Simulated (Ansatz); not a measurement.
**One shape, several levels: doublet CH6ClInSi+**

We compute a comparison of 6 runs (UHF/STO-3G, U-r2SCAN/def2-SVP, U-revPBE/def2-SVP, UPBE0/def2-SVP, UMP2/def2-SVP, UCCSD/def2-SVP) of doublet CH6ClInSi+. 

The calculation is run with Ansatz 0.2.0.

77 further runs of the same task are left out: 77 set aside as unsound or not needed.

### Step 1. The structure to begin with

CH6ClInSi+: 10 atoms, total charge +1, spin state doublet. As SMILES of the parent species, `[CH3][In]([SiH3])[Cl]`. Geometry: relaxed at PBE0-D4/def2-TZVP. That shape belongs to the parent species and isn't relaxed for this state.

Bond lengths: C1–In2 2.141 Å, In2–Si3 2.565 Å, In2–Cl4 2.365 Å, C1–H5 1.091 Å, C1–H6 1.091 Å, C1–H7 1.089 Å, Si3–H8 1.484 Å, Si3–H9 1.489 Å, Si3–H10 1.489 Å. Some angles: C1–In2–Si3 137.7°, C1–In2–Cl4 110.5°, Si3–In2–Cl4 111.8°, In2–C1–H5 110.2°, In2–C1–H6 110.0°, In2–C1–H7 109.0°, In2–Si3–H8 111.0°, In2–Si3–H9 109.7°, In2–Si3–H10 109.9°, H5–C1–H6 108.4°.

### Step 2. A single-point energy at UHF/STO-3G (run 1)

Contents of molecule.yaml:

```yaml
crystal:
  periodic: [false, false, false]
  atoms:
    - {symbol: C, position_ang: [-0.949700, 1.813700, -0.793500]}
    - {symbol: In, position_ang: [-0.434700, -0.206900, -0.307800]}
    - {symbol: Si, position_ang: [1.361300, -1.433300, 1.052000]}
    - {symbol: Cl, position_ang: [-1.957200, -1.714200, -1.309800]}
    - {symbol: H, position_ang: [-0.111400, 2.307700, -1.287300]}
    - {symbol: H, position_ang: [-1.187700, 2.367500, 0.116300]}
    - {symbol: H, position_ang: [-1.814900, 1.809300, -1.455300]}
    - {symbol: H, position_ang: [1.201100, -2.904800, 0.939400]}
    - {symbol: H, position_ang: [1.261700, -1.039600, 2.484400]}
    - {symbol: H, position_ang: [2.714800, -1.050500, 0.564600]}
basis:
  gaussian:
    orbitals: STO-3G
total_charge: 1
magnetization:
  spin_polarized: true
  initial_magnetization: 1
hamiltonian:
  xc: hf
accuracy: high
output:
  orbitals: {seedname: orbitals}
```

Command:

```
ansatz run molecule.yaml --threads 1 --pin off --max-ram 2610MiB --events-out events.jsonl --progress --plain --runs-dir runs
```

The program printed:

```text
Warning: RAYON_NUM_THREADS=1 ignored (pool sized by the plan → 1); use --threads N
Functional definition: HF
  name "HF"
  exchange = exact_x
  correlation = 0
1105 factors; integrals over basis functions are off by at most 6.0e-9 eV
mean field evaluation 1: about -175886.7996 eV, gradient 1.3e1 eV
mean field evaluation 2: about -175886.8675 eV, gradient 1.3e1 eV
mean field evaluation 4: about -175889.3986 eV, gradient 1.2e0 eV
mean field evaluation 8: about -175889.4426 eV, gradient 1.8e-1 eV
mean field evaluation 16: about -175889.4520 eV, gradient 2.2e-8 eV
mean field evaluation 32: about -175889.2057 eV, gradient 7.7e-1 eV
mean field evaluation 64: about -175889.0754 eV, gradient 4.6e-1 eV
mean field evaluation 96: about -175889.3688 eV, gradient 3.6e-1 eV
mean field -175889.45202462 eV, -6463.8181397520 hartree, gradient 2.3e-8 eV, S^2 0.812374; 2 other end points of the search recorded, 0 dependent functions left out
reference -175889.45202462 eV, -6463.8181397520 hartree; 46, 45 occupied and 10, 11 virtual orbitals, 1105 factors
Total energy: -175889.45202462 eV, -6463.8181397520 hartree
```

Wall time 3.9 s (1 thread of Intel Xeon 6975P-C (Granite Rapids), shared host); peak memory 0.25 GiB.

### Step 3. A single-point energy at U-r2SCAN/def2-SVP (core potential) (run 2)

Contents of job.yaml:

```yaml
crystal:
  periodic: [false, false, false]
  atoms:
    - {symbol: C, position_ang: [-0.949700, 1.813700, -0.793500]}
    - {symbol: In, position_ang: [-0.434700, -0.206900, -0.307800]}
    - {symbol: Si, position_ang: [1.361300, -1.433300, 1.052000]}
    - {symbol: Cl, position_ang: [-1.957200, -1.714200, -1.309800]}
    - {symbol: H, position_ang: [-0.111400, 2.307700, -1.287300]}
    - {symbol: H, position_ang: [-1.187700, 2.367500, 0.116300]}
    - {symbol: H, position_ang: [-1.814900, 1.809300, -1.455300]}
    - {symbol: H, position_ang: [1.201100, -2.904800, 0.939400]}
    - {symbol: H, position_ang: [1.261700, -1.039600, 2.484400]}
    - {symbol: H, position_ang: [2.714800, -1.050500, 0.564600]}
basis:
  gaussian:
    orbitals: def2-SVP
total_charge: 1
magnetization:
  spin_polarized: true
  initial_magnetization: 1
hamiltonian:
  xc: {name: r2SCAN}
accuracy: high
output: {orbitals: {seedname: orbitals}}
```

Command:

```
ansatz run job.yaml --threads 1 --pin off --max-ram 2610MiB --events-out events.jsonl --progress --plain --runs-dir runs
```

The program printed:

```text
Warning: RAYON_NUM_THREADS=1 ignored (pool sized by the plan → 1); use --threads N
Functional definition: r2SCAN
  name "r2SCAN"
  parameter k0 = 0.174
  parameter k1 = 0.065
  parameter a1 = 4.9479
  exchange = r2scan_x(k0 = k0, k1 = k1, a1 = a1)
  correlation = r2scan_c
2449 factors; integrals over basis functions are off by at most 1.9e-8 eV
mean field evaluation 1: about -26680.8583 eV, gradient 4.7e1 eV
mean field evaluation 2: about -26610.8431 eV, gradient 9.6e1 eV
mean field evaluation 4: about -26690.8634 eV, gradient 1.9e1 eV
mean field evaluation 8: about -26693.7154 eV, gradient 2.3e-1 eV
mean field evaluation 16: about -26693.7056 eV, gradient 5.7e-4 eV
mean field evaluation 32: about -26692.0734 eV, gradient 6.1e0 eV
mean field -26693.70555116 eV, -980.9755853618 hartree, gradient 3.5e-8 eV, S^2 0.757863; 3 other end points of the search recorded, 0 dependent functions left out
reference -26693.70555554 eV, -980.9755855226 hartree; 32, 31 occupied and 74, 75 virtual orbitals, 2449 factors
Total energy: -26693.70555554 eV, -980.9755855226 hartree
```

Wall time 23 s (1 thread of Intel Xeon 6975P-C (Granite Rapids), shared host); peak memory 0.63 GiB.

Run 3 isn't shown in full; the table further down has it.

### Step 4. The energy at UPBE0/def2-SVP (core potential) (run 4)

Contents of input.yaml:

```yaml
crystal:
  periodic: [false, false, false]
  atoms:
    - symbol: C
      position_ang: [-0.949700, 1.813700, -0.793500]
    - symbol: In
      position_ang: [-0.434700, -0.206900, -0.307800]
    - symbol: Si
      position_ang: [1.361300, -1.433300, 1.052000]
    - symbol: Cl
      position_ang: [-1.957200, -1.714200, -1.309800]
    - symbol: H
      position_ang: [-0.111400, 2.307700, -1.287300]
    - symbol: H
      position_ang: [-1.187700, 2.367500, 0.116300]
    - symbol: H
      position_ang: [-1.814900, 1.809300, -1.455300]
    - symbol: H
      position_ang: [1.201100, -2.904800, 0.939400]
    - symbol: H
      position_ang: [1.261700, -1.039600, 2.484400]
    - symbol: H
      position_ang: [2.714800, -1.050500, 0.564600]
basis:
  gaussian:
    orbitals: def2-SVP
total_charge: 1
magnetization:
  spin_polarized: true
  initial_magnetization: 1
hamiltonian:
  xc: {name: PBE0}
accuracy: high
output:
  orbitals: {seedname: orbitals}
```

Command:

```
ansatz run input.yaml --threads 1 --pin off --max-ram 2610MiB --events-out events.jsonl --progress --plain --runs-dir runs
```

The program printed:

```text
Warning: RAYON_NUM_THREADS=1 ignored (pool sized by the plan → 1); use --threads N
Functional definition: PBE0
  name "PBE0"
  parameter a = 0.25
  parameter kappa = 0.804
  parameter beta = 0.06672455060314922
  exchange = (1 - a)*pbe_x(kappa = kappa, mu = beta*pi^2/3) + a*exact_x
  correlation = pbe_c(beta = beta)
2449 factors; integrals over basis functions are off by at most 1.9e-8 eV
mean field evaluation 1: about -26674.5885 eV, gradient 4.3e1 eV
mean field evaluation 2: about -26655.3074 eV, gradient 6.4e1 eV
mean field evaluation 4: about -26684.5789 eV, gradient 6.2e0 eV
mean field evaluation 8: about -26685.0163 eV, gradient 1.1e0 eV
mean field evaluation 16: about -26685.0334 eV, gradient 4.5e-3 eV
mean field evaluation 32: about -26685.0334 eV, gradient 5.5e-8 eV
mean field -26685.03338964 eV, -980.6568893042 hartree, gradient 5.5e-8 eV, S^2 0.760240; 2 other end points of the search recorded, 0 dependent functions left out
reference -26685.03339332 eV, -980.6568894393 hartree; 32, 31 occupied and 74, 75 virtual orbitals, 2449 factors
Total energy: -26685.03339332 eV, -980.6568894393 hartree
```

Wall time 15 s (1 thread of Intel Xeon 6975P-C (Granite Rapids), shared host); peak memory 0.66 GiB.

Run 5 isn't shown in full; the table further down has it.

### Step 5. The energy at UCCSD/def2-SVP (core potential) (run 6)

Changes to job.yaml since step 3:

```diff
@@ -20,5 +20,7 @@
   initial_magnetization: 1
-hamiltonian:
-  xc: {name: r2SCAN}
+correlation:
+  method: ccsd
+  frozen_orbitals: {C: 1, Cl: 5, H: 0, In: 4, Si: 5}
 accuracy: high
-output: {orbitals: {seedname: orbitals}}
+scf:
+  omitted_lower_state_checks: [cluster_reference, increment]
```

Command:

```
ansatz run job.yaml --threads 1 --pin off --max-ram 2610MiB --events-out events.jsonl --progress --plain --runs-dir runs
```

The program printed:

```text
Warning: RAYON_NUM_THREADS=1 ignored (pool sized by the plan → 1); use --threads N
[... 15 lines left out ...]
15 core orbitals not correlated: weight in the atoms' cores, before any rotation towards them, 1.000 or more for the frozen orbitals, at most 0.000 for the correlated occupied ones
[... 32 lines left out ...]
Total energy: -26639.17206504 eV, -978.9715167107 hartree
Checks for a lower state left out: cluster_reference, increment
```

It took 1.7 min on 1 thread of Intel Xeon 6975P-C (Granite Rapids), shared host; peak memory 1.7 GiB.

### Step 6. All runs side by side

| run | level | core potential | frozen core orbitals | energy (Eh) | HOMO energy (eV) | LUMO energy (eV) | ⟨S²⟩ | wall time |
| --- | --- | --- | --- | --- | --- | --- | --- | --- |
| 1 | UHF/STO-3G | none | – | -6463.818140 | -13.53 | -6.42 | 0.812 | 3.9 s |
| 2 | U-r2SCAN/def2-SVP (core potential) | def2-SVP | – | -980.975586 | -12.52 | -11.54 | 0.758 | 23 s |
| 3 | U-revPBE/def2-SVP (core potential) | def2-SVP | – | -980.885331 | -12.11 | -11.43 | 0.753 | 11 s |
| 4 | UPBE0/def2-SVP (core potential) | def2-SVP | – | -980.656889 | -13.36 | -11.02 | 0.760 | 15 s |
| 5 | UMP2/def2-SVP (core potential) | def2-SVP | 15 | -978.905353 | – | – | 0.831 | 16 s |
| 6 | UCCSD/def2-SVP (core potential) | def2-SVP | 15 | -978.971517 | – | – | 0.831 | 1.7 min |

### Step 7. Summary of results

```
                                           quantity          value
                                run 6: total energy  -978.97152 Eh
run 6: correlation energy (15 core orbitals frozen)     -508.1 mEh
           run 6: ⟨S²⟩ of the reference determinant          0.831
                               run 6: T1 diagnostic          0.033
```

What this shows: Totals of different functionals can't be ranked against each other. Some runs of one species differ in core potentials or relativity; totals across that change don't compare. In run 1 the basis is minimal, so the values are rough. In run 1 relativity is left out where basis or elements ask for it. All runs together took 2.8 min, the longest 1.7 min.
